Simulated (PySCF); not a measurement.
# C5H6FNO: circular dichroism and optical rotation

Aim: compute the circular dichroism and optical rotation of C5H6FNO (`N#C[C@@H]1O[C@H]1CCF`).

Programs: PySCF 2.14.0, with routines of our own; each step states its level. All values are computed. Atoms count from 0.

## (1) The starting structure

14 atoms, charge 0, multiplicity 1; geometry from: GFN2-xTB.

## (2) Relaxing the molecule at PBE0-D3(BJ)/def2-SVP

What the job is given:

```
{"job": {"xc": "PBE0", "basis": "def2-SVP", "d3": "d3bj", "grid": 1, "kind": "geom"}, "charge": 0, "multiplicity": 1}
N      3.447317     0.816698     1.002170
C      2.538878     0.191009     0.702876
C      1.387371    -0.576033     0.333609
O      1.345125    -1.127789    -0.957279
C      0.471108    -0.073694    -0.711303
C     -1.009881    -0.368137    -0.633169
C     -1.718100     0.613636     0.292729
F     -1.277072     0.444213     1.582654
H      0.987666    -1.197282     1.132457
H      0.733527     0.865231    -1.197479
H     -1.448635    -0.294245    -1.629332
H     -1.153953    -1.386164    -0.264943
H     -2.797911     0.439205     0.303657
H     -1.506117     1.652879     0.021186
```

Launch:

```sh
OMP_NUM_THREADS=1 python excited_run.py task.json out
```

The driver reads the jobs from task.json and runs them one after another.

Log:

```text
step   0  E = -423.11538992  max force = 0.029610
step   1  E = -423.11717820  max force = 0.001820
step   2  E = -423.11720972  max force = 0.000514
step   3  E = -423.11721902  max force = 0.000630
step   4  E = -423.11722656  max force = 0.000561
step   5  E = -423.11723067  max force = 0.000336
optimisation converged
```

It took 36 s on 1 thread of Arm Neoverse V1, shared host.

Step by step:

```
step  energy from step 0 (eV)  largest force component (eV/Å)
   0                   0.0000                          1.5226
   1                  -0.0487                          0.0936
   2                  -0.0495                          0.0264
   3                  -0.0498                          0.0324
   4                  -0.0500                          0.0288
   5                  -0.0501                          0.0173
```

Distances of close pairs at the start and the end, largest changes first:

```
  bond  before (Å)  after (Å)  change (Å)
 O3–C4       1.391      1.407      +0.016
 C1–C2       1.432      1.448      +0.016
 N0–C1       1.143      1.157      +0.014
 C5–C6       1.524      1.511      -0.013
C5–H10       1.091      1.103      +0.012
 C4–H9       1.089      1.100      +0.010
C5–H11       1.092      1.102      +0.010
 C4–C5       1.512      1.502      -0.010
```

The final coordinates are the input of the step that follows.

```
                         at the end point                value
  point group (found at 0.08 Å tolerance)                   C1
rotational constants (GHz, main isotopes)  3.552, 1.287, 1.026
                        dipole moment (D)                 4.92
```

## (3) Circular dichroism and optical rotation: TDDFT PBE0/def2-SVPD

What the job is given:

```
{"job": {"kind": "ecd", "xc": "PBE0", "basis": "def2-SVPD", "nstates": 12}, "charge": 0, "multiplicity": 1}
N      3.408857     0.755982     0.793005
C      2.459699     0.157810     0.510024
C      1.274572    -0.597261     0.162219
O      1.223286    -1.140303    -1.138614
C      0.331334    -0.091804    -0.847470
C     -1.129678    -0.429451    -0.753016
C     -1.877502     0.485040     0.189862
F     -1.380356     0.353012     1.464709
H      0.887953    -1.232763     0.968769
H      0.582641     0.864439    -1.328933
H     -1.587108    -0.364679    -1.754472
H     -1.230393    -1.474754    -0.420033
H     -2.951068     0.234302     0.202273
H     -1.773134     1.541935    -0.112379
```

Method: TDDFT PBE0/def2-SVPD circular dichroism and optical rotation, one conformer, gas phase.

Log:

```text
coarse grid: 12384 points
cycle   1  E = -422.9677051247  dE =  1.174e+00  |g| = 7.185e-01  |ddm| = 5.254e+00
cycle   2  E = -422.7009757716  dE =  2.667e-01  |g| = 1.366e+00  |ddm| = 2.662e+00
cycle   3  E = -423.0650311154  dE = -3.641e-01  |g| = 1.940e-01  |ddm| = 1.905e+00
cycle   4  E = -423.0712423665  dE = -6.211e-03  |g| = 9.334e-02  |ddm| = 2.771e-01
cycle   5  E = -423.0729343679  dE = -1.692e-03  |g| = 2.359e-02  |ddm| = 1.272e-01
cycle   6  E = -423.0730460856  dE = -1.117e-04  |g| = 6.510e-03  |ddm| = 3.629e-02
cycle   7  E = -423.0730531173  dE = -7.032e-06  |g| = 1.826e-03  |ddm| = 8.200e-03
final grid: 122080 points
cycle   8  E = -423.1353170751  dE = -3.167e-05  |g| = 1.086e-02  |ddm| = 1.148e-01
cycle   9  E = -423.1352778336  dE =  3.924e-05  |g| = 1.813e-02  |ddm| = 3.470e-02
cycle  10  E = -423.1353400373  dE = -6.220e-05  |g| = 1.369e-03  |ddm| = 2.218e-02
cycle  11  E = -423.1353404540  dE = -4.167e-07  |g| = 3.283e-04  |ddm| = 2.196e-03
cycle  12  E = -423.1353404658  dE = -1.183e-08  |g| = 2.333e-04  |ddm| = 6.904e-04
cycle  13  E = -423.1353404766  dE = -1.075e-08  |g| = 6.680e-05  |ddm| = 3.062e-04
cycle  14  E = -423.1353404775  dE = -8.828e-10  |g| = 1.796e-05  |ddm| = 1.002e-04
converged SCF energy = -423.1353404775

Singlet excitations and rotatory strengths (1e-40 esu^2 cm^2)
state   eV       nm     f(len)   f(vel)    R(len)    R(vel)   main configurations
  1   6.9897   177.4  0.02022  0.02046    21.148    20.978   H->L 0.73
  2   7.1640   173.1  0.00316  0.00363     0.082     0.032   H-1->L 0.69, H->L 0.13
  3   7.5967   163.2  0.02085  0.02058    -7.368    -7.366   H->L+1 0.43, H-2->L 0.29, H-1->L+1 0.08
  4   7.7504   160.0  0.03135  0.03146   -21.910   -21.706   H-2->L 0.33, H-2->L+1 0.25, H->L+1 0.12
  5   7.9627   155.7  0.01801  0.01770    26.299    25.929   H-1->L+1 0.51, H->L+1 0.18, H-2->L+1 0.15
  6   8.2505   150.3  0.00918  0.00958    22.088    22.894   H->L+2 0.83
  7   8.4962   145.9  0.01693  0.01650    -3.879    -4.562   H-1->L+2 0.83
  8   8.6637   143.1  0.02626  0.02512    -9.616    -8.932   H->L+3 0.75, H-5->L 0.14
  9   8.6663   143.1  0.02893  0.03013    30.895    30.585   H-5->L 0.55, H->L+3 0.17, H-3->L 0.12
 10   8.7669   141.4  0.06520  0.06577    -6.652    -6.519   H-4->L 0.39, H-6->L 0.29
 11   8.8921   139.4  0.02900  0.02979   -11.741   -12.208   H->L+4 0.61, H-1->L+3 0.15
 12   8.9326   138.8  0.02464  0.02663    26.592    27.775   H-1->L+3 0.65, H->L+4 0.20

Specific rotation (deg / (dm g/mL))
    nm     length   length(OI)   velocity    alpha(len)  alpha(vel)
  633.0     -26.83     -25.97     -20.32       67.487     67.379
  589.3     -30.37     -29.36     -22.80       67.695     67.588
  546.0     -34.46     -33.27     -25.56       67.956     67.849
  436.0     -47.18     -45.19     -32.66       69.035     68.933
  405.0     -50.42     -48.04     -33.29       69.526     69.426
  365.0     -51.64     -48.54     -29.90       70.381     70.285
  355.0     -50.75     -47.43     -27.55       70.648     70.554
```

It took 77 s on 1 thread of Arm Neoverse V1, shared host; peak memory 0.91 GiB.

Orbitals, density, ELF and potential are computed afterwards from the orbital file.

Frontier orbitals at PBE0/def2-SVPD, with the share of their density that lies nearest to each atom:

```
orbital  energy (eV)                                  lies on
   HOMO        -8.94  O3 49 %; N0 14 %; C1, C4 about 7 % each
   LUMO        -0.25                N0 30 %; C1 27 %; O3 14 %
```

ELF in a plane through or near 6 of the atoms.

Ten even steps from '0' (0.00) to '9' (1.00):
```
0000000000000000000000000000
0000000000000000000000000000
0000000000000000000000000000
0000000000000002210000000000
0000122110000035641000000000
0002554332000158851000000000
0004776664100158751256200000
0015777876210025745999700000
0014778517654001426999910000
0002457439678413757999800000
0000235567258575373255100000
0000012113654483452000000000
0000000005756455575100000000
0000000038727212576200000000
0000000037887200255100000000
0000000024664100021000000000
0000000001321000000000000000
0000000000000000000000000000
0000000000000000000000000000
0000000000000000000000000000
```
The map spans 12.3 Å across and 8.5 Å up, centred on the molecule. Atoms in the plane (x, y in Å): C1 (-2.6, 0.5), C2 (-1.4, -0.1), O3 (-1.3, -1.5), C5 (1.0, -0.6), C6 (1.7, 0.7), H12 (2.8, 0.6).

log10 of the density (e/Å³) in the same plane.

Values, 10 rows by 14 columns:
```
-4.0 -4.0 -4.0 -4.0 -4.0 -4.0 -4.0 -4.0 -3.8 -4.0 -4.0 -4.0 -4.0 -4.0
-4.0 -4.0 -3.5 -3.3 -3.5 -4.0 -3.7 -2.9 -2.5 -2.9 -3.7 -4.0 -4.0 -4.0
-4.0 -3.1 -2.0 -1.7 -2.0 -2.6 -2.8 -1.3 -0.6 -1.5 -2.7 -3.4 -4.0 -4.0
-4.0 -2.3 -0.9 -0.4 -0.7 -1.5 -2.0 -0.6  0.6 -0.6 -1.2 -2.3 -3.8 -4.0
-3.9 -2.2 -0.7  0.1  0.4 -0.3 -0.8 -1.1 -0.1  0.3  0.0 -1.6 -3.5 -4.0
-4.0 -3.0 -1.6 -0.8 -0.2  0.4  0.1 -0.1  0.4 -0.5 -1.2 -2.2 -3.8 -4.0
-4.0 -4.0 -2.8 -2.1 -1.1  0.5  0.2 -0.3  0.1 -0.7 -2.1 -3.3 -4.0 -4.0
-4.0 -4.0 -4.0 -3.0 -1.4  0.1 -0.2 -1.5 -1.1 -1.5 -2.6 -3.9 -4.0 -4.0
-4.0 -4.0 -4.0 -3.7 -2.5 -1.6 -1.8 -2.6 -2.6 -2.7 -3.5 -4.0 -4.0 -4.0
-4.0 -4.0 -4.0 -4.0 -3.8 -3.4 -3.5 -3.8 -3.9 -4.0 -4.0 -4.0 -4.0 -4.0
```
The map spans 12.3 Å across and 8.5 Å up, centred on the molecule. Atoms in the plane (x, y in Å): C1 (-2.6, 0.5), C2 (-1.4, -0.1), O3 (-1.3, -1.5), C5 (1.0, -0.6), C6 (1.7, 0.7), H12 (2.8, 0.6).

On the surface of density 0.002 e/bohr³ the electrostatic potential runs, from the 1st to the 99th percentile, from -1.69 V near N0 to 1.46 V near H10.

## (4) Results

| quantity | value |
| --- | --- |
| point group | C1 |
| rotational constants (main isotopes) | 3.55, 1.29, 1.03 GHz |
| state of largest rotatory strength (velocity form) among 12 (step 3, TDDFT PBE0/def2-SVPD) | 8.67 eV, R = +30.6 (velocity), +30.9 (length) ·10⁻⁴⁰ esu² cm² |
| specific rotation at 633.0 nm (step 3, TDDFT PBE0/def2-SVPD) | -20.3 (velocity), -26.8 (length) |
| potential on the surface of density 0.002 e/bohr³, 1st and 99th percentile | -1.69 V and 1.46 V |

**Reading.** The optimisation took 5 steps and gained 0.050 eV; among the close pairs (by a distance rule), O3–C4 changed most, from 1.391 to 1.407 Å. No frequency check was run at this level, so the end point may be a saddle. Rotations belong to one conformer. The length form depends on the origin in a finite basis.
